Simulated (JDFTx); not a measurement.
**C: single point with PBEsol**

Crystal: C.

```xyz
2
Lattice="0.0000 1.7834 1.7834 1.7834 0.0000 1.7834 1.7834 1.7834 0.0000" Properties=species:S:1:pos:R:3 pbc="T T T"
C     2.6751    2.6751    2.6751
C     1.7834    1.7834    1.7834
```

This isn't the form of C at room conditions, which is graphite.

```json
{
 "Program": "JDFTx 1.7.0 (patched build)",
 "Task": "single point",
 "Functional": "PBEsol",
 "Potentials or basis": "PseudoDojo-SR-PBEsol-0.4.1-standard",
 "Cutoff": "1116 eV",
 "Density cutoff": "8925 eV",
 "k mesh": "13 × 13 × 13",
 "Occupations": "fermi-dirac, width 0.05 eV",
 "Spin": "no spin polarisation",
 "Bands": "9",
 "Density cutoff over wavefunction cutoff": "8",
 "Max SCF steps": "100",
 "SCF threshold on the energy": "1e-09 Ha",
 "Solver of the electrons": "scf",
 "Further solve for the empty bands": "yes"
}
```

* Pressure: -3.3 GPa
* Band gap on the k mesh: 4.05 eV, indirect (least direct gap 5.56 eV)

Levels at points of the mesh, in eV from the valence-band top:
```
           k point  band 2  band 3  band 4  band 5
(0.00, 0.00, 0.00)    0.00    0.00    0.00    5.56
```

It took 21 s on 1 thread of Arm Neoverse V2 (shared host), peak memory 0.09 GiB.

Caveat: the empty levels aren't tightly converged; an odd mesh through Γ misses points on the zone boundary, where band edges often lie.
